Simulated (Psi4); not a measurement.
**PBE/def2-SVP (core potential) run of InNH4 (SMILES [NH2][InH2])**

Aim: the energy change on altering one bond length of InNH4 at PBE/def2-SVP (core potential), from 2 runs. 

The calculation is run with Psi4 1.11.

17 further runs of the same task are left out: 16 that didn't finish, 1 set aside as unsound or not needed.

## Step 1: The molecule

InNH4: 6 atoms, total charge 0, spin state singlet. As SMILES, `[NH2][InH2]`. The coordinates come from a PBE0-D4/def2-TZVP relaxation.

Bond lengths: N1–In2 2.007 Å, N1–H3 1.006 Å, N1–H4 1.006 Å, In2–H5 1.712 Å, In2–H6 1.712 Å. Angles: N1–In2–H5 115.0°, N1–In2–H6 115.0°, In2–N1–H3 124.3°, In2–N1–H4 124.3°, H5–In2–H6 130.0°, H3–N1–H4 111.3°.

## Step 2: Energy and forces at PBE/def2-SVP (core potential)

File job.dat:

```
memory 2200 MB

molecule {
  0 1
  N
  In 1 2.006982
  H 1 1.006029 2 124.33148
  H 1 1.006098 3 111.32922 2 179.68139
  H 2 1.712237 1 114.98243 3 179.83438
  H 2 1.712083 5 130.02136 1 -179.95697
  symmetry c1
  no_reorient
  no_com
}

set basis def2-SVP
set puream true
set e_convergence 1e-09
set d_convergence 1e-08
set scf_type pk
set dft_radial_points 99
set dft_spherical_points 590

result, w = gradient('pbe', return_wfn=True)
```

Run with:

```bash
psi4 job.dat job.out -n 1
```

job.out:

```text
[...]
    !!!  WARNING: ECP capability is in beta. Please check occupations closely.  !!!
[...]
  Running in c1 symmetry.
[...]
  Nuclear repulsion =   70.741603749912130
[...]
  Multiplicity = 1
[...]
  Nalpha       = 16
  Nbeta        = 16
[...]
    Number of basis functions: 60
[...]
   @RKS iter   1:  -246.69861622765424   -6.81797e-01   1.61545e-02 DIIS/ADIIS
[...]
   @RKS iter  11:  -247.14149879498711   -5.42855e-12   8.53335e-09 DIIS
[...]
    Orbital Energies [Eh]
    ---------------------
    Doubly Occupied:
       1A    -13.969075     2A     -4.469571     3A     -2.916534
       4A     -2.907115     5A     -2.906650     6A     -0.741512
       7A     -0.682352     8A     -0.675655     9A     -0.675424
      10A     -0.675387    11A     -0.663439    12A     -0.415561
      13A     -0.390278    14A     -0.280546    15A     -0.255008
      16A     -0.201872
[...]
  @RKS Final Energy:  -247.14149879498711
   => Energetics <=
    Nuclear Repulsion Energy =             70.7416037499121302
    One-Electron Energy =                -552.5393389921991911
    Two-Electron Energy =                 259.6562489346964639
    DFT Exchange-Correlation Energy =     -25.0000124873965390
    Empirical Dispersion Energy =           0.0000000000000000
    VV10 Nonlocal Energy =                  0.0000000000000000
    Total Energy =                       -247.1414987949871147
[...]
 Multipole Moments:
 ------------------------------------------------------------------------------------
     Multipole            Electronic (a.u.)      Nuclear  (a.u.)        Total (a.u.)
 ------------------------------------------------------------------------------------
 L = 1.  Multiply by 2.5417464519 to convert [e a0] to [Debye]
 Dipole X            :          0.0031874           -0.0060511           -0.0028636
 Dipole Y            :          0.0006770           -0.0004121            0.0002649
 Dipole Z            :         18.6628704          -19.0635464           -0.4006760
 Magnitude           :                                                    0.4006863
[...]
  -Total Gradient:
     Atom            X                  Y                   Z
    ------   -----------------  -----------------  -----------------
       1       -0.000050952172     0.000047337713    -0.004967205187
       2        0.000007666429     0.000037137809    -0.007782958591
       3       -0.000010154854    -0.011607822944     0.008105999633
       4        0.000063907876     0.011554561655     0.008065134092
       5        0.000008300871     0.004338242848    -0.001703460334
       6       -0.000018799300    -0.004369451673    -0.001715155489
[...]
```

It took 16 s on 1 thread of Intel Xeon Platinum 8259CL at 2.50GHz (Skylake/Cascade Lake), shared host; peak memory 0.76 GiB.

## Step 3: The distorted shape at the same level

File input.json:

```json
{
 "schema_name": "qcschema_input",
 "schema_version": 1,
 "molecule": {
  "schema_name": "qcschema_molecule",
  "schema_version": 2,
  "symbols": ["N", "In", "H", "H", "H", "H"],
  "geometry": [-0.28876905, -1.82356303, 0.25790226, 0.0655546, 1.9490862, 0.09746451, -1.24459252, -2.75406418, 1.61245795, 0.58940558, -3.20743215, -1.18920465, 1.7988114, 3.05382009, -2.40150931, -1.41353404, 3.5636682, 2.47927532],
  "molecular_charge": 0,
  "molecular_multiplicity": 1,
  "fix_symmetry": "c1",
  "fix_com": true,
  "fix_orientation": true
 },
 "driver": "gradient",
 "model": {
  "method": "pbe",
  "basis": "def2-SVP"
 },
 "keywords": {
  "puream": true,
  "e_convergence": 1e-09,
  "d_convergence": 1e-08,
  "scf_type": "pk",
  "dft_radial_points": 99,
  "dft_spherical_points": 590
 }
}
```

Run with:

```bash
psi4 --qcschema input.json -n 1 --memory 2200MB
```

stdout:

```text
[...]
    !!!  WARNING: ECP capability is in beta. Please check occupations closely.  !!!
[...]
  Running in c1 symmetry.
[...]
  Nuclear repulsion =   70.056173940562459
[...]
  Multiplicity = 1
[...]
  Nalpha       = 16
  Nbeta        = 16
[...]
    Number of basis functions: 60
[...]
   @RKS iter   1:  -246.70981091594504   -7.19642e-01   1.56161e-02 ADIIS/DIIS
[...]
   @RKS iter  12:  -247.13057170721802   -4.34852e-12   4.90945e-09 DIIS
[...]
    Orbital Energies [Eh]
    ---------------------
    Doubly Occupied:
       1A    -13.980409     2A     -4.469508     3A     -2.916357
       4A     -2.907053     5A     -2.906702     6A     -0.729627
       7A     -0.682134     8A     -0.675624     9A     -0.675330
      10A     -0.675225    11A     -0.657579    12A     -0.400123
      13A     -0.385183    14A     -0.279568    15A     -0.254709
      16A     -0.199915
[...]
  @RKS Final Energy:  -247.13057170721802
   => Energetics <=
    Nuclear Repulsion Energy =             70.0561739405624593
    One-Electron Energy =                -551.2467274065223819
    Two-Electron Energy =                 259.0044320896813588
    DFT Exchange-Correlation Energy =     -24.9444503309394712
    Empirical Dispersion Energy =           0.0000000000000000
    VV10 Nonlocal Energy =                  0.0000000000000000
    Total Energy =                       -247.1305717072180244
[...]
 Multipole Moments:
 ------------------------------------------------------------------------------------
     Multipole            Electronic (a.u.)      Nuclear  (a.u.)        Total (a.u.)
 ------------------------------------------------------------------------------------
 L = 1.  Multiply by 2.5417464519 to convert [e a0] to [Debye]
 Dipole X            :          0.8871309           -0.9146463           -0.0275154
 Dipole Y            :        -29.2316652           28.8218609           -0.4098042
 Dipole Z            :         -4.3469094            4.3530898            0.0061804
 Magnitude           :                                                    0.4107734
[...]
  -Total Gradient:
     Atom            X                  Y                   Z
    ------   -----------------  -----------------  -----------------
       1       -0.036379801455     0.046765892472     0.059072853526
       2       -0.001353954104    -0.007786055207     0.001241258862
       3        0.006763170990     0.010583167495    -0.009207386906
       4        0.031158418045    -0.046406555204    -0.051101010520
       5       -0.002527019797    -0.001294578091     0.003684228895
       6        0.002339882534    -0.001859349006    -0.003690631932
[...]
```

The result, in JSON:

```text
{
 "driver": "gradient",
 "model": {
  "method": "pbe",
  "basis": "def2-SVP"
 },
 "success": true,
 "return_result": [-0.0363798014549093, 0.046765892471557574, 0.05907285352601938, -0.0013539541044024221, -0.007786055206660425, 0.0012412588619741107, 0.006763170989673384, 0.010583167495437446, -0.0092073869058375, 0.03115841804463844, -0.04640655520437023, -0.05110101051994376, -0.0025270197971859615, -0.0012945780906358922, 0.0036842288949495566, 0.002339882533949053, -0.0018593490063803647, -0.003690631931609928],
 "properties": {
  "calcinfo_nbasis": 60,
  "calcinfo_nmo": 60,
  "calcinfo_nalpha": 16,
  "calcinfo_nbeta": 16,
  "calcinfo_natom": 6,
  "nuclear_repulsion_energy": 70.05617394056246,
  "return_energy": -247.13057170721802,
  "return_gradient": [-0.0363798014549093, 0.046765892471557574, 0.05907285352601938, -0.0013539541044024221, -0.007786055206660425, 0.0012412588619741107, 0.006763170989673384, 0.010583167495437446, -0.0092073869058375, 0.03115841804463844, -0.04640655520437023, -0.05110101051994376, -0.0025270197971859615, -0.0012945780906358922, 0.0036842288949495566, 0.002339882533949053, -0.0018593490063803647, -0.003690631931609928],
  "scf_one_electron_energy": -551.2467274065224,
  "scf_two_electron_energy": 259.00443208968136,
  "scf_xc_energy": -24.94445033093947,
  "scf_dipole_moment": [-0.027515396519748103, -0.40980422450239473, 0.0061804152941160595],
  "scf_total_energy": -247.13057170721802,
  "scf_total_gradient": [-0.0363798014549093, 0.046765892471557574, 0.05907285352601938, -0.0013539541044024221, -0.007786055206660425, 0.0012412588619741107, 0.006763170989673384, 0.010583167495437446, -0.0092073869058375, 0.03115841804463844, -0.04640655520437023, -0.05110101051994376, -0.0025270197971859615, -0.0012945780906358922, 0.0036842288949495566, 0.002339882533949053, -0.0018593490063803647, -0.003690631931609928],
  "scf_iterations": 12
 }
}
```

Wall time 18 s (1 thread of Intel Xeon Platinum 8259CL at 2.50GHz (Skylake/Cascade Lake), shared host); peak memory 0.75 GiB.

## Step 4: What came out

Level: PBE/def2-SVP (core potential).

```
                                                         quantity          value
                                        first shape: total energy  -247.14150 Eh
                                       first shape: dipole moment         1.02 D
                                         first shape: HOMO energy       -5.49 eV
                                         first shape: LUMO energy       -1.62 eV
                                       first shape: HOMO–LUMO gap        3.87 eV
                            first shape: largest force on an atom     0.728 eV/Å
                                    distorted shape: total energy  -247.13057 Eh
                                   distorted shape: dipole moment         1.04 D
                                     distorted shape: HOMO energy       -5.44 eV
                                     distorted shape: LUMO energy       -1.61 eV
                                   distorted shape: HOMO–LUMO gap        3.83 eV
                        distorted shape: largest force on an atom     4.302 eV/Å
energy change with the N1–H4 bond stretched from 1.006 to 1.157 Å       0.297 eV
```

**Reading.** With the N1–H4 bond stretched from 1.006 to 1.157 Å the energy rises by 0.30 eV (6.9 kcal/mol). The first shape isn't relaxed at this level, so the change isn't measured from a minimum. The largest force (first shape) is 0.73 eV/Å: the shape isn't a stationary point for this species at this level.
